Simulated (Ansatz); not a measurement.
# CrTe2: properties at the relaxed cell

One table from this session's results is given with a row withheld; the runs are named, their logs left out.

Method: DFT PBEsol, scalar-relativistic, plane waves, PAW, in Ansatz 0.2.0.

2 further runs of the same task are left out: 2 set aside as unsound or not needed.

### The starting structure

Symmetry: P-3m1, No. 164, trigonal system. The conventional cell has a = 3.748 Å, b = 3.748 Å, c = 5.986 Å, α = 90.00°, β = 90.00°, γ = 120.00°. Cr (site symmetry -3m) is surrounded by 6 Te at 2.66 Å. Around Te (site symmetry 3m) lie 3 Cr at 2.66 Å.

As a file:

```
CELL_PARAMETERS angstrom
3.74839 0.00000 0.00000
-1.87419 3.24620 0.00000
0.00000 0.00000 5.98553
ATOMIC_POSITIONS crystal
Cr 0.00000 0.00000 0.50000
Te 0.33333 0.66667 0.24264
Te 0.66667 0.33333 0.75736
```

It goes back to an entry of the Materials Project.

This cell was relaxed beforehand with the same method: volume 24.28 Å³/atom, gap on the mesh none (metal), site moments up to 2.6 μB.

Set-up of the first run:

Input file input.yaml:

```yaml
crystal:
  lattice:
    - [3.7483852, 0.0, 0.0]
    - [-1.8741926, 3.2461968063, 0.0]
    - [0.0, 0.0, 5.9855299686]
  atoms:
    - { symbol: Cr, position: [0.0, 0.0, 0.5], spin: 2.82 }
    - { symbol: Te, position: [0.3333333333, 0.6666666667, 0.2426440454], spin: -0.14 }
    - { symbol: Te, position: [0.6666666667, 0.3333333333, 0.7573559546], spin: -0.14 }
basis:
  ecutwfc: 420
kpoints:
  mp_grid: { grid: [12, 12, 8] }
  band_path:
    path:
      - [[0.0, 0.0, 0.0], [0.5, 0.0, 0.0], [0.33333333, 0.33333333, 0.0], [0.0, 0.0, 0.0], [0.0, 0.0, 0.5], [0.5, 0.0, 0.5], [0.33333333, 0.33333333, 0.5], [0.0, 0.0, 0.5]]
      - [[0.5, 0.0, 0.5], [0.5, 0.0, 0.0]]
      - [[0.33333333, 0.33333333, 0.5], [0.33333333, 0.33333333, 0.0]]
    npoints: 14
hamiltonian:
  xc: pbesol
scf:
  occupations: { method: gaussian, width: 0.1 }
  n_extra_bands: 7
output:
  forces: true
  stress: true
  eigenvalues: true
  populations: true
  dos: { projected: true, de: 0.02, nscf_kmesh: { grid: [18, 18, 12] } }
  bader: true
magnetization:
  spin_polarized: true
checkpoint:
  read: start.run
  write: ck
  compress: false
  write_wavefunctions: false
  write_every: 100000
```

Command:

```console
$ ansatz run input.yaml --threads 1 --pin off --max-ram 2560MiB --backend cpu --events-out ev --progress --plain --runs-dir out
```

Among the steps run: Bands, states and charges; Point at V/V0 = 0.97; Volume × 1.03; Volume × 0.94; Volume × 1.06.

One table of the session follows, with a row left open; its other results are not shown here.

It belongs to the step «Equation of state». 

```
volume (Å³/atom)  energy above the lowest point (meV/atom)  pressure (GPa)  largest moment (μB)
          22.821                                      13.6            3.26                 2.47
          23.549                                       3.1            1.44                 2.52
          24.277                                       0.0            0.01                 2.56
          25.006                                         ?               ?                    ?
          25.734                                       9.9           -1.99                 2.63
```

Estimate the missing values for volume (Å³/atom) = 25.006.

Worked estimate for «energy above the lowest point (meV/atom)». A straight line through the neighbours (24.277, 0.0) and (25.734, 9.9) gives 0.0 + (9.9 − 0.0) × (25.006 − 24.277) / (25.734 − 24.277) = 5.0; a parabola fitted to 3 rows on both sides gives 2.3.

As computed: energy above the lowest point (meV/atom): 2.8; pressure (GPa): -1.15; largest moment (μB): 2.60. In «energy above the lowest point (meV/atom)» the line misses by +2.2 and the parabola by -0.5.

To keep in mind: Layers here are held mostly by dispersion, which this level lacks, so their spacing and the stiffness across them are unreliable there. Warnings in the runs' records: stability check not made.
